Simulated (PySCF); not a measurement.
# TeN at other levels of theory

Aim: see what other levels and later steps give for TeN.

Method: method and basis as typed in the scripts; program: PySCF 2.14.0.

9 further runs of the same task are left out: 2 for a known fault of the program, 7 that didn't finish.

## 1. The system as given

TeN: 2 atoms, charge 0, spin multiplicity 2.

Bond lengths: Te1–N2 1.778 Å.

## 2. The base run

input.py

```python
from pyscf import gto, scf

mol = gto.M(
    atom='Te 0 0 0; N 0 0 1.778',
    basis='lanl2dz',
    ecp={'Te': 'lanl2dz'},
    charge=0,
    spin=1,
    verbose=4,
)
mf = scf.UHF(mol)
mf.kernel()
mf.nuc_grad_method().kernel()
mf.dip_moment()
print('orbital energies (hartree):', [e[max(0, n-3):n+3].round(4) for e, n in zip(mf.mo_energy, mol.nelec)])
```

Launch:

```console
OMP_NUM_THREADS=1 python input.py
```

Its log is not repeated here.

It gives: E(SCF) = -62.156462 Eh, ⟨S²⟩ = 0.781, μ = 2.91 D, gradient on the second atom -0.0826 Eh/bohr.

The bond length is a typed value, not an optimised one.

## 3. MP2

Run 1 changes step after the SCF: gradient → mp2; frozen orbitals: none → 1.

input.py

```python
from pyscf import gto, scf, mp

mol = gto.M(
    atom='Te 0 0 0; N 0 0 1.778',
    basis='lanl2dz',
    ecp={'Te': 'lanl2dz'},
    charge=0,
    spin=1,
    verbose=4,
)
mf = scf.UHF(mol)
mf.kernel()
mp.MP2(mf, frozen=1).kernel()
mf.dip_moment()
print('orbital energies (hartree):', [e[max(0, n-3):n+3].round(4) for e, n in zip(mf.mo_energy, mol.nelec)])
```

Launch:

```console
OMP_NUM_THREADS=1 python input.py
```

## 4. Polarisability

Run 2 changes step after the SCF: gradient → polarizability.

Changes to input.py since step 2:

```diff
@@ -1,2 +1,3 @@
 from pyscf import gto, scf
+from pyscf.prop.polarizability import uhf as pol
 
@@ -12,3 +13,4 @@
 mf.kernel()
-mf.nuc_grad_method().kernel()
+print('polarizability (a.u.)')
+print(pol.Polarizability(mf).polarizability().round(4))
 mf.dip_moment()
```

## 5. Stability test

Run 3 changes step after the SCF: gradient → stability.

Changes to input.py since step 2:

```diff
@@ -12,3 +12,3 @@
 mf.kernel()
-mf.nuc_grad_method().kernel()
+mf.stability(internal=True, external=True)
 mf.dip_moment()
```

Q: Predict the outcome of this session. Wanted: for each run, E(SCF); from base; gap, α spin; SCF dipole; after the SCF.

The runs gave:

| run | E(SCF) (hartree) | from base (eV) | cycles | gap, α spin (eV) | SCF dipole (D) | after the SCF |
| --- | --- | --- | --- | --- | --- | --- |
| base | -62.156462 | 0 | 17 | 8.59 | 2.91 | n/a |
| MP2 | -62.156462 | 0.0000 | 17 | 8.59 | 2.91 | MP2 correlation -4.198 eV, core frozen |
| polarisability | -62.156462 | 0.0000 | 17 | 8.59 | 2.91 | n/a |
| stability test | -62.156462 | 0.0000 | 17 | 8.59 | 2.91 | unstable: internal, UHF/UKS -> GHF/GKS |

In words: Total energies from different bases, Hamiltonians or methods carry different errors, so properties are taken as differences within one set-up.
